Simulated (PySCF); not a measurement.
# C6H14Si2: NMR shifts in solvents

Aim: compute the NMR shifts of C6H14Si2 (`[SiH3]/C=C(/[SiH3])C1CCC1`), and see what a dielectric continuum does where one was used.

The runs use PySCF 2.14.0, with density-fitted response routines of our own; the level of theory stands in each step. All values are computed, except where a source is named. Atoms count from 0, in the outputs and in this text.

## 1. The molecule as given

22 atoms, charge 0, multiplicity 1; geometry from: GFN2-xTB. The atoms were then displaced at random by about 0.01 Å, so the start is not that level's minimum.

Bonds of the start (Å): Si0–C1 1.91, C1–C2 1.33, C2–Si3 1.88, C2–C4 1.51, C4–C5 1.55, C5–C6 1.54, C6–C7 1.53, C7–C4 1.55, Si0–H8 1.43, Si0–H9 1.48, Si0–H10 1.46, C1–H11 1.07, Si3–H12 1.47, Si3–H13 1.51, Si3–H14 1.44, C4–H15 1.09, C5–H16 1.09, C5–H17 1.09, C6–H18 1.08, C6–H19 1.08, C7–H20 1.09, C7–H21 1.09.

## 2. Optimising the geometry at PBE0-D3(BJ)/def2-SVP

The job: settings as JSON, then the geometry in Å.

```
{"job": {"xc": "PBE0", "basis": "def2-SVP", "d3": "d3bj", "grid": 1, "shake": 0.01, "kind": "geom"}, "charge": 0, "multiplicity": 1}
Si    -1.655450    -1.879840     1.872030
C     -1.864740    -0.424670     0.658290
C     -0.910780     0.225050    -0.005480
Si    -1.296700     1.666970    -1.155440
C      0.537460    -0.169380     0.160600
C      1.586660     0.967400     0.272590
C      2.419410     0.300440    -0.842220
C      1.277690    -0.681050    -1.096040
H     -1.067650    -3.011980     1.233480
H     -3.017550    -2.219110     2.347960
H     -0.863000    -1.478660     3.032860
H     -2.874560    -0.099910     0.485890
H     -1.217210     2.949480    -0.445490
H     -2.739700     1.509160    -1.568090
H     -0.473230     1.687230    -2.337950
H      0.630440    -0.857310     1.005300
H      2.090230     1.054310     1.237980
H      1.188570     1.945070     0.006390
H      3.318630    -0.183220    -0.483600
H      2.635080     0.955050    -1.676940
H      1.513380    -1.740340    -1.072340
H      0.717940    -0.510340    -2.017060
```

Run with:

```sh
OMP_NUM_THREADS=1 python probes_run.py task.json out
```

One launch serves the whole session: the jobs run in the order shown.

What it wrote:

```text
step   0  E = -815.11318722  max force = 0.029750
step   1  E = -815.12088693  max force = 0.004478
step   2  E = -815.12111239  max force = 0.001438
step   3  E = -815.12120410  max force = 0.001976
step   4  E = -815.12131441  max force = 0.001069
step   5  E = -815.12163673  max force = 0.001412
step   6  E = -815.12203870  max force = 0.003355
step   7  E = -815.12218248  max force = 0.002759
step   8  E = -815.12238935  max force = 0.000827
step   9  E = -815.12242634  max force = 0.000407
step  10  E = -815.12245097  max force = 0.000344
step  11  E = -815.12250865  max force = 0.000593
step  12  E = -815.12253247  max force = 0.000449
step  13  E = -815.12254064  max force = 0.000218
optimisation converged
```

Wall time 5.4 min (1 thread of Arm Neoverse V1, shared host); peak memory 0.88 GiB.

Step by step:

| step | energy from step 0 (eV) | largest force component (eV/Å) |
| --- | --- | --- |
| 0 | 0.0000 | 1.5298 |
| 1 | -0.2095 | 0.2303 |
| 2 | -0.2157 | 0.0739 |
| 3 | -0.2182 | 0.1016 |
| 4 | -0.2212 | 0.0550 |
| 5 | -0.2299 | 0.0726 |
| 6 | -0.2409 | 0.1725 |
| 7 | -0.2448 | 0.1419 |
| 8 | -0.2504 | 0.0425 |
| 9 | -0.2514 | 0.0209 |
| 10 | -0.2521 | 0.0177 |
| 11 | -0.2536 | 0.0305 |
| 12 | -0.2543 | 0.0231 |
| 13 | -0.2545 | 0.0112 |

Close pairs (by a distance rule), those that changed most:

| bond | before (Å) | after (Å) | change (Å) |
| --- | --- | --- | --- |
| Si0–H8 | 1.427 | 1.497 | +0.070 |
| Si3–H14 | 1.441 | 1.497 | +0.056 |
| Si0–H10 | 1.462 | 1.497 | +0.036 |
| Si3–H12 | 1.468 | 1.497 | +0.029 |
| Si0–C1 | 1.906 | 1.881 | -0.025 |
| C1–H11 | 1.075 | 1.098 | +0.024 |
| C1–C2 | 1.331 | 1.350 | +0.019 |
| C6–H18 | 1.082 | 1.101 | +0.019 |

The end geometry stands in the next job.

| at the end point | value |
| --- | --- |
| point group (found at 0.08 Å tolerance) | C1 |
| rotational constants (GHz, main isotopes) | 1.539, 1.023, 0.684 |
| dipole moment (D) | 0.77 |

## 3. NMR shieldings: PBE0/pcSseg-1 in acetone

The job: settings as JSON, then the geometry in Å.

```
{"job": {"kind": "nmr", "xc": "PBE0", "basis": "pcSseg-1", "solvent": "acetone", "pop": true}, "charge": 0, "multiplicity": 1}
Si    -1.269064    -1.641485     1.797103
C     -1.585521    -0.162562     0.678738
C     -0.633524     0.557503     0.047133
Si    -1.167061     2.015371    -1.027713
C      0.823383     0.216785     0.151859
C      1.915455     1.309707     0.087003
C      2.797228     0.329681    -0.707102
C      1.522741    -0.458254    -1.056885
H     -0.523150    -2.726220     1.084721
H     -2.581745    -2.190567     2.252251
H     -0.470419    -1.261487     3.005411
H     -2.636446     0.118899     0.527500
H     -0.753931     3.319395    -0.420529
H     -2.654224     1.991282    -1.158874
H     -0.552276     1.948650    -2.391410
H      1.000090    -0.402652     1.049274
H      2.290738     1.712752     1.039526
H      1.599559     2.158207    -0.542223
H      3.461501    -0.246032    -0.044326
H      3.397687     0.732289    -1.535862
H      1.558689    -1.557778    -1.067323
H      1.083201    -0.114464    -2.006323
```

Method: GIAO PBE0/pcSseg-1 NMR shielding, non-relativistic, IEF-PCM acetone.

What it wrote:

```text
coarse grid: 18448 points
cycle   1  E = -815.3120495224  dE =  5.469e-01  |g| = 3.673e-01  |ddm| = 4.167e+00
cycle   2  E = -815.3072137946  dE =  4.836e-03  |g| = 3.967e-01  |ddm| = 7.461e-01
cycle   3  E = -815.3496238844  dE = -4.241e-02  |g| = 3.488e-02  |ddm| = 4.211e-01
cycle   4  E = -815.3498741603  dE = -2.503e-04  |g| = 1.542e-02  |ddm| = 5.272e-02
cycle   5  E = -815.3499147286  dE = -4.057e-05  |g| = 7.960e-03  |ddm| = 2.167e-02
cycle   6  E = -815.3499302888  dE = -1.556e-05  |g| = 1.699e-03  |ddm| = 7.634e-03
cycle   7  E = -815.3499309876  dE = -6.988e-07  |g| = 2.509e-04  |ddm| = 1.438e-03
final grid: 166312 points
cycle   8  E = -815.3992269078  dE = -3.900e-05  |g| = 7.705e-03  |ddm| = 3.808e-02
cycle   9  E = -815.3992194639  dE =  7.444e-06  |g| = 9.383e-03  |ddm| = 1.675e-02
cycle  10  E = -815.3992430099  dE = -2.355e-05  |g| = 7.943e-04  |ddm| = 9.407e-03
cycle  11  E = -815.3992431238  dE = -1.140e-07  |g| = 3.930e-04  |ddm| = 1.059e-03
cycle  12  E = -815.3992431629  dE = -3.911e-08  |g| = 5.868e-05  |ddm| = 3.482e-04
cycle  13  E = -815.3992431636  dE = -6.273e-10  |g| = 2.721e-05  |ddm| = 7.639e-05
converged SCF energy = -815.3992431636

GIAO shielding tensors (ppm)
atom      isotropic    diamagn.    paramagn.     s11        s22        s33       span
  0 Si     439.148     880.525    -441.378    415.443    433.017    468.983     53.540
  1 C       42.553     258.223    -215.670    -71.763     46.262    153.161    224.924
  2 C        8.752     258.225    -249.474   -109.287    -18.290    153.833    263.121
  3 Si     420.561     881.224    -460.662    361.092    435.416    465.176    104.083
  4 C      138.555     247.271    -108.716    117.319    139.796    158.551     41.232
  5 C      153.864     251.064     -97.200    141.065    149.985    170.541     29.476
  6 C      164.360     255.420     -91.059    151.949    166.477    174.655     22.706
  7 C      154.739     249.420     -94.681    136.423    153.239    174.553     38.130
  8 H       27.105      29.992      -2.888     23.455     26.876     30.982      7.527
  9 H       27.397      28.478      -1.080     24.192     25.489     32.511      8.319
 10 H       26.944      29.470      -2.526     23.586     26.075     31.171      7.585
 11 H       24.621      31.950      -7.329     22.142     22.991     28.729      6.587
 12 H       26.968      29.332      -2.364     23.598     25.957     31.348      7.750
 13 H       27.378      29.294      -1.916     24.049     26.176     31.909      7.860
 14 H       26.658      29.720      -3.062     23.012     26.526     30.437      7.426
 15 H       28.088      35.022      -6.934     24.058     27.729     32.476      8.418
 16 H       29.187      30.744      -1.557     25.807     26.173     35.582      9.775
 17 H       29.094      32.232      -3.138     25.689     28.822     32.771      7.082
 18 H       29.287      30.715      -1.428     26.047     27.099     34.715      8.668
 19 H       29.523      29.370       0.153     25.273     26.618     36.678     11.404
 20 H       29.182      31.649      -2.467     25.300     26.985     35.262      9.962
 21 H       29.198      32.476      -3.279     26.665     28.556     32.373      5.708
```

Run time: 53 s. Hardware: 1 thread of Arm Neoverse V1, shared host; peak memory 1.2 GiB.

Shifts follow as δ = σ(reference) − σ, with reference shieldings (ppm) from runs at the same level and on the same kind of geometry: 1H TMS 31.24, 13C TMS 185.4, 29Si TMS 351.8. The references are single molecules in the same continuum. Atoms listed in one row are averaged.

| atoms | environment | σ (ppm) | δ (ppm) |
| --- | --- | --- | --- |
| C2 | fully substituted alkene carbon | 8.8 | 176.7 |
| C1 | alkene CH | 42.6 | 142.9 |
| C4 | allylic sp3 CH | 138.6 | 46.9 |
| C5, C7 | sp3 CH2 in a ring | 154.3 | 31.1 |
| C6 | sp3 CH2 in a ring | 164.4 | 21.1 |
| H11 | hydrogen on an alkene CH | 24.62 | 6.62 |
| H12, H13, H14 | hydrogen on a silicon bonded to C | 27.00 | 4.24 |
| H8, H9, H10 | hydrogen on a silicon bonded to C | 27.15 | 4.09 |
| H15 | hydrogen on an allylic sp3 CH | 28.09 | 3.15 |
| H17, H21 | hydrogen on an sp3 CH2 in a ring | 29.15 | 2.09 |
| H16, H20 | hydrogen on an sp3 CH2 in a ring | 29.18 | 2.06 |
| H18 | hydrogen on an sp3 CH2 in a ring | 29.29 | 1.95 |
| H19 | hydrogen on an sp3 CH2 in a ring | 29.52 | 1.72 |
| Si3 | silicon bonded to C, 3 H | 420.6 | -68.8 |
| Si0 | silicon bonded to C, 3 H | 439.1 | -87.4 |

The run also stored atomic charges by several schemes (e):

| atoms | Mulliken | IAO | Hirshfeld | ESP fit |
| --- | --- | --- | --- | --- |
| Si0 | 0.49 | 0.57 | 0.30 | 0.29 |
| C1 | -0.36 | -0.43 | -0.14 | -0.20 |
| C2 | -0.32 | -0.23 | -0.07 | -0.39 |
| Si3 | 0.50 | 0.56 | 0.30 | 0.35 |
| C4 | -0.36 | -0.11 | -0.03 | 0.37 |
| C5, C7 | -0.15 | -0.25 | -0.07 | -0.22 |
| C6 | -0.24 | -0.26 | -0.07 | -0.12 |

Mayer bond orders: Si0–C1 0.90, C1–C2 1.91, C2–Si3 0.87, C2–C4 0.97, C4–C5 1.00, C5–C6 1.02, C6–C7 1.02, C7–C4 0.98.

Ring of atoms C4, C5, C6, C7: NICS(0) -1.9, NICS(1) -1.3, NICS(1)zz 2.8 ppm (means of both faces).

## 4. NMR shieldings: PBE0/pcSseg-1 in dichloromethane

The job, as its differences from that of step 3:

```diff
@@ -1,2 +1,2 @@
-{"job": {"kind": "nmr", "xc": "PBE0", "basis": "pcSseg-1", "solvent": "acetone", "pop": true}, "charge": 0, "multiplicity": 1}
+{"job": {"kind": "nmr", "xc": "PBE0", "basis": "pcSseg-1", "solvent": "dichloromethane", "pop": false}, "charge": 0, "multiplicity": 1}
 Si    -1.269064    -1.641485     1.797103
```

Level: GIAO PBE0/pcSseg-1 NMR shielding, non-relativistic, IEF-PCM dichloromethane.

What it wrote:

```text
coarse grid: 18448 points
cycle   1  E = -815.3117600464  dE =  5.472e-01  |g| = 3.678e-01  |ddm| = 4.167e+00
cycle   2  E = -815.3065505897  dE =  5.209e-03  |g| = 3.988e-01  |ddm| = 7.501e-01
cycle   3  E = -815.3494284590  dE = -4.288e-02  |g| = 3.547e-02  |ddm| = 4.265e-01
cycle   4  E = -815.3496833796  dE = -2.549e-04  |g| = 1.625e-02  |ddm| = 5.458e-02
cycle   5  E = -815.3497294302  dE = -4.605e-05  |g| = 8.281e-03  |ddm| = 2.279e-02
cycle   6  E = -815.3497462997  dE = -1.687e-05  |g| = 1.756e-03  |ddm| = 7.943e-03
cycle   7  E = -815.3497470470  dE = -7.473e-07  |g| = 2.473e-04  |ddm| = 1.474e-03
final grid: 166312 points
cycle   8  E = -815.3990436126  dE = -3.896e-05  |g| = 7.719e-03  |ddm| = 3.809e-02
cycle   9  E = -815.3990359635  dE =  7.649e-06  |g| = 9.431e-03  |ddm| = 1.683e-02
cycle  10  E = -815.3990597512  dE = -2.379e-05  |g| = 8.064e-04  |ddm| = 9.513e-03
cycle  11  E = -815.3990598694  dE = -1.181e-07  |g| = 3.977e-04  |ddm| = 1.085e-03
cycle  12  E = -815.3990599095  dE = -4.009e-08  |g| = 5.921e-05  |ddm| = 3.533e-04
cycle  13  E = -815.3990599101  dE = -6.407e-10  |g| = 2.733e-05  |ddm| = 7.657e-05
converged SCF energy = -815.3990599101

GIAO shielding tensors (ppm)
atom      isotropic    diamagn.    paramagn.     s11        s22        s33       span
  0 Si     439.166     880.525    -441.359    415.549    432.891    469.059     53.511
  1 C       42.550     258.204    -215.654    -71.859     46.421    153.088    224.946
  2 C        8.890     258.199    -249.309   -109.205    -17.967    153.841    263.046
  3 Si     420.517     881.218    -460.701    360.992    435.358    465.202    104.210
  4 C      138.534     247.252    -108.718    117.337    139.771    158.493     41.156
  5 C      153.810     251.033     -97.223    141.024    149.931    170.474     29.450
  6 C      164.299     255.415     -91.116    151.910    166.420    174.568     22.658
  7 C      154.698     249.385     -94.688    136.407    153.208    174.478     38.071
  8 H       27.103      29.987      -2.885     23.453     26.873     30.981      7.529
  9 H       27.395      28.470      -1.075     24.188     25.486     32.511      8.323
 10 H       26.942      29.464      -2.522     23.585     26.073     31.170      7.585
 11 H       24.636      31.968      -7.332     22.166     22.995     28.747      6.581
 12 H       26.963      29.322      -2.360     23.592     25.951     31.344      7.752
 13 H       27.378      29.289      -1.910     24.050     26.176     31.910      7.860
 14 H       26.661      29.720      -3.059     23.014     26.527     30.441      7.426
 15 H       28.101      35.035      -6.934     24.074     27.737     32.491      8.417
 16 H       29.190      30.749      -1.559     25.810     26.178     35.581      9.772
 17 H       29.103      32.240      -3.137     25.698     28.834     32.778      7.080
 18 H       29.297      30.728      -1.430     26.061     27.110     34.721      8.661
 19 H       29.526      29.377       0.149     25.278     26.622     36.678     11.400
 20 H       29.184      31.651      -2.467     25.303     26.988     35.261      9.958
 21 H       29.204      32.479      -3.275     26.671     28.564     32.377      5.706
```

Run time: 50 s. Hardware: 1 thread of Arm Neoverse V1, shared host; peak memory 1.2 GiB.

Key values: δ C2 176.4, C1 142.8, C4 46.8, C5 31.1, H11 6.61, H12 4.24 ppm (means over like atoms).

## 5. Comparing the runs: NMR shifts

Shifts (ppm) of some atoms, chosen among heavy atoms and hydrogens apart, means over like atoms, with basis size and wall time:

| run | C2 | C1 | C4 | C5 | H11 | H15 | Si3 | functions | time |
| --- | --- | --- | --- | --- | --- | --- | --- | --- | --- |
| PBE0/pcSseg-1 in acetone | 176.7 | 142.9 | 46.9 | 31.1 | 6.62 | 3.15 | -68.8 | 220 | 53 s |
| PBE0/pcSseg-1 in dichloromethane | 176.4 | 142.8 | 46.8 | 31.1 | 6.61 | 3.14 | -68.7 | 220 | 50 s |

The continuum's effect on the ground state:

| solvent | ε | polarisation energy (Eh) | μ (D) |
| --- | --- | --- | --- |
| dichloromethane | 8.93 | -0.0016 | 0.88 |
| acetone | 20.49 | -0.0018 | 0.89 |

## 6. Outcome

```
                                                                        quantity                                               value
                                                                     point group                                                  C1
                                            rotational constants (main isotopes)                                1.54, 1.02, 0.68 GHz
13C shifts against TMS (PBE0/pcSseg-1, acetone, means over atoms taken as alike)                  176.7, 142.9, 46.9, 31.1, 21.1 ppm
 1H shifts against TMS (PBE0/pcSseg-1, acetone, means over atoms taken as alike)  6.62, 4.24, 4.09, 3.15, 2.09, 2.06, 1.95, 1.72 ppm
                                29Si shifts against TMS (PBE0/pcSseg-1, acetone)                                    -68.8, -87.4 ppm
                                                        range of the shift of C2                                  176.4 to 176.7 ppm
```

What this shows: Relaxing lowered the energy by 0.255 eV in 13 steps; the close pair that moved most is Si0–H8, from 1.427 to 1.497 Å. No frequency check was run at this level, so the end point may be a saddle. H11 (hydrogen on an alkene CH) lies farthest downfield among hydrogen, at 6.62 ppm; olefinic region. At PBE0/pcSseg-1: The largest span, 263 ppm, is at C2, where the paramagnetic term is -249 ppm. In ppm, C2 moves most: its shift spreads over 0.2 ppm, from 176.4 (PBE0/pcSseg-1 in dichloromethane) to 176.7 (PBE0/pcSseg-1 in acetone). Part of that comes from the computed reference. The continuum holds electrostatics alone: no hydrogen bonds to the solvent, and the gas-phase geometry is kept.
